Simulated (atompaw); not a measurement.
# Zn: generating and testing a PAW (atompaw) potential

Do these settings give a usable potential? It is generated, then checked for scattering, ghosts and hardness.

The numbers are computed with atompaw 4.2.0.5 (LDA (PW92), scalar-relativistic, spin-unpolarised reference atom).

### 1 The atom and the settings

Typed settings, in words:

```
element                 : zinc (Zn, Z = 30)
type                    : PAW
frozen core             : [Ne]
valence charge          : 20
reference configuration : 3s2 3p6 3d10 4s1.75 4p0.25
partial waves           : 3s (bound): rc 1.05 bohr; 4s (bound): rc 1.20 bohr; 3p (bound): rc 0.85 bohr; 4p (bound): rc 1.10 bohr; 3d (bound): rc 1.20 bohr; 3d channel at 2 Ry: rc 1.20 bohr
local potential         : bessel scheme, radius 0.90 bohr
core correction         : smooth core density matched at 0.75 bohr
augmentation charge     : besselshape compensation charge, radius 0.95 bohr; PAW radius 1.20 bohr; waves and projectors: custom polynom2 7 10 vanderbiltortho
```

### 2 Generating the potential

Zn.input reads:

```
Zn 30
LDA-PW scalarrelativistic loggrid 1500 logderivrange -11 5 401
4 4 3 0 0 0
4 0 1.75
4 1 0.25
0 0 0
c
c
v
v
c
v
v
v
2
1.20 0.95 0.90 0.75
n
n
y
2
n
custom polynom2 7 10 vanderbiltortho besselshape
bessel
1.05
1.20
0.85
1.10
1.20
1.20
PWSCFOUT
UPFDX 0.0125d0 UPFXMIN -7.d0 UPFZMESH 30.d0
END
```

Started as:

```console
$ atompaw < Zn.input > Zn.log
```

Before running it: what results should come out? Wanted: cutoffs; bound ghosts; largest phase difference near zero energy, channels read; lowest eigenvalue of the overlap; share of valence orbitals outside the PAW sphere; UPF file.

**Answer**, as computed:

| quantity | value |
| --- | --- |
| cutoffs | not determined |
| bound ghosts | not determined |
| largest phase difference near zero energy, channels read | 0.003 rad |
| lowest eigenvalue of the overlap (Bessel basis) | 0.561 (p) |
| share of valence orbitals outside the PAW sphere | 3s 4 %, 4s 96 %, 3p 7 %, 4p 99 %, 3d 22 % |
| UPF file | written |

**Reading.** Even at 400 Ry an occupied level stays 1713 mRy from its reference, so no cutoffs are read. Ghosts could not be judged. Near zero energy the phases of the channels with partial waves agree within 0.003 rad. These are tests on the free atom; a crystal test is still owed.
